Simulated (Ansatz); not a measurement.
# CH₄GaNOS: how energies converge with the basis set

One table from this session's results is given with a row withheld; the runs are named, their logs left out.

The runs use Ansatz 0.2.0, Gaussian basis; one geometry, several basis sets.

Levels to be run: PBE0-D4/def2-SVP; ωB97M-V/def2-SVP; PBE0-D4/def2-QZVPP; ωB97M-V/def2-QZVPP; the functionals' def2-TZVPP values are taken from earlier runs.

### Structure used throughout

All runs share one geometry, relaxed beforehand with PBE0-D4 in a triple-zeta def2 set.

9 atoms, charge 0, spin multiplicity 1.

Atoms are counted from 1 here; the program's logs count them from 0.

Bond lengths: N1–C2 1.500 Å, N1–Ga5 2.103 Å, N1–H6 1.018 Å, N1–H7 1.018 Å, C2–O3 1.192 Å, C2–S4 1.729 Å, S4–Ga5 2.335 Å, Ga5–H8 1.562 Å, Ga5–H9 1.563 Å. Angles: C2–N1–Ga5 95.7°, C2–N1–H6 108.1°, C2–N1–H7 109.0°, Ga5–N1–H6 111.8°, Ga5–N1–H7 124.0°, H6–N1–H7 106.9°, N1–C2–O3 120.4°, N1–C2–S4 108.8°, O3–C2–S4 130.8°, C2–S4–Ga5 81.9°, N1–Ga5–S4 72.4°, N1–Ga5–H8 107.4°, N1–Ga5–H9 107.0°, S4–Ga5–H8 113.5°, S4–Ga5–H9 114.7°, H8–Ga5–H9 126.9°.

Geometry (Å):

| atom | x (Å) | y (Å) | z (Å) |
| --- | --- | --- | --- |
| N1 | 0.76142 | 0.28216 | 0.15060 |
| C2 | 0.58257 | -0.47520 | -1.13127 |
| O3 | 1.53101 | -0.80617 | -1.77310 |
| S4 | -1.10662 | -0.73733 | -1.39212 |
| Ga5 | -1.23299 | 0.08841 | 0.78875 |
| H6 | 0.99223 | 1.24607 | -0.08145 |
| H7 | 1.55893 | -0.10082 | 0.65356 |
| H8 | -1.26856 | -1.03033 | 1.87780 |
| H9 | -1.81800 | 1.53321 | 0.90720 |

Set-up of the first run:

in.yaml

```yaml
crystal:
  periodic: [false, false, false]
  atoms:
    - {symbol: N, position_ang: [0.761423, 0.282165, 0.150601]}
    - {symbol: C, position_ang: [0.582572, -0.475202, -1.131266]}
    - {symbol: O, position_ang: [1.531009, -0.806169, -1.773098]}
    - {symbol: S, position_ang: [-1.106619, -0.737330, -1.392117]}
    - {symbol: Ga, position_ang: [-1.232993, 0.088406, 0.788752]}
    - {symbol: H, position_ang: [0.992232, 1.246072, -0.081452]}
    - {symbol: H, position_ang: [1.558933, -0.100816, 0.653565]}
    - {symbol: H, position_ang: [-1.268558, -1.030334, 1.877804]}
    - {symbol: H, position_ang: [-1.817999, 1.533208, 0.907202]}
basis:
  gaussian: {orbitals: def2-SVP}
hamiltonian: {xc: pbe0, dispersion: d4}
output: {orbitals: {seedname: orbitals}}
```

Started as:

```bash
ansatz run in.yaml --threads 4 --pin off --events-out ev --progress --plain --max-ram 10444MiB
```

Steps of the session up to this table: PBE0-D4 in def2-SVP; ωB97M-V in def2-SVP; PBE0-D4 in def2-QZVPP; ωB97M-V in def2-QZVPP.

One table of the session follows, with a row left open; its other results are not shown here.

It belongs to the step «Density functionals: the series». 

```
functional       basis  HOMO (eV)
   PBE0-D4    def2-SVP      -7.42
   PBE0-D4  def2-TZVPP      -7.51
   PBE0-D4  def2-QZVPP          ?
   ωB97M-V    def2-SVP      -9.44
   ωB97M-V  def2-TZVPP      -9.59
   ωB97M-V  def2-QZVPP      -9.62
```

Q: Estimate the row for PBE0-D4, def2-QZVPP from the others.

As computed: HOMO (eV): -7.53. In the column «HOMO (eV)» it lies between ωB97M-V, def2-SVP (-9.44) and PBE0-D4, def2-TZVPP (-7.51).
